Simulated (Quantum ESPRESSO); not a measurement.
Here is a Quantum ESPRESSO 7.5 calculation.

Contents of pw.in:

```
&CONTROL
  calculation = 'scf'
  prefix = 'pwscf'
  outdir = './tmp'
  pseudo_dir = './pseudo'
  tprnfor = .true.
  tstress = .true.
  disk_io = 'low'
/
&SYSTEM
  ibrav = 0
  celldm(1) = 8
  nat = 3
  ntyp = 2
  ecutwfc = 84
  nbnd = 25
  occupations = 'smearing'
  smearing = 'fd'
  degauss = 0.00367493
/
&ELECTRONS
  conv_thr = 6d-10
  electron_maxstep = 120
  mixing_beta = 0.3
/
ATOMIC_SPECIES
Pt   195.0840 Pt.upf
S     32.0600 S.upf
CELL_PARAMETERS alat
  0.8369595919375   0.0000000000000   0.0000000000000
 -0.4184797959688   0.7248282680115   0.0000000000000
  0.0000000000000   0.0000000000000   1.1902440208550
ATOMIC_POSITIONS crystal
Pt     0.0000000000    0.0000000000    0.0000000000
S      0.3333333333    0.6666666667    0.2500000000
S      0.6666666667    0.3333333333    0.7500000000
K_POINTS automatic
4 4 2 0 0 0
HUBBARD {ortho-atomic}
U Pt-5d 6.0
```

The input scf2.in:

```
&CONTROL
  calculation = 'scf'
  prefix = 'pwscf'
  outdir = './tmp'
  pseudo_dir = './pseudo'
  tprnfor = .true.
  tstress = .true.
  disk_io = 'low'
/
&SYSTEM
  ibrav = 0
  celldm(1) = 8
  nat = 3
  ntyp = 2
  ecutwfc = 84
  nbnd = 25
  occupations = 'fixed'
/
&ELECTRONS
  conv_thr = 1d-13
  electron_maxstep = 120
  mixing_beta = 0.3
  startingpot = 'file'
  startingwfc = 'file'
/
ATOMIC_SPECIES
Pt   195.0840 Pt.upf
S     32.0600 S.upf
CELL_PARAMETERS alat
  0.8369595919375   0.0000000000000   0.0000000000000
 -0.4184797959688   0.7248282680115   0.0000000000000
  0.0000000000000   0.0000000000000   1.1902440208550
ATOMIC_POSITIONS crystal
Pt     0.0000000000    0.0000000000    0.0000000000
S      0.3333333333    0.6666666667    0.2500000000
S      0.6666666667    0.3333333333    0.7500000000
K_POINTS automatic
4 4 2 0 0 0
HUBBARD {ortho-atomic}
U Pt-5d 6.0
```

hp.in

```
&INPUTHP
  prefix = 'pwscf'
  outdir = './tmp'
  nq1 = 2
  nq2 = 2
  nq3 = 2
  conv_thr_chi = 1d-06
  niter_max = 80
  iverbosity = 1
  alpha_mix(1) = 0.3
/
```

Potentials or basis: PseudoDojo 0.4.1 SR PBE standard.

The run is started by

```bash
$ OMP_NUM_THREADS=1 pw.x -in pw.in > pw.out
$ OMP_NUM_THREADS=1 pw.x -in scf2.in > scf2.out
$ OMP_NUM_THREADS=1 hp.x -in hp.in > hp.out
```

Task: What does it give for the Hubbard U from linear response?

Result: 4.68 eV.

Task: Estimate the band gap on the k mesh.

Result: 0.41 eV, indirect (least direct gap 1.54 eV).

Task: What does it give for the pressure?

Result: 2.7 GPa.

Hubbard U from linear response:
```
site  manifold  U (eV)
   1     Pt-5d    4.68
```
On the first site the bare response is -0.243 and the screened one -0.114 eV⁻¹.

Caveat: the k mesh is coarse (spacing up to 0.62 Å⁻¹), so the values aren't converged; spin-orbit coupling is left out, which moves the levels of the heavy elements. A k mesh can miss the band edges.
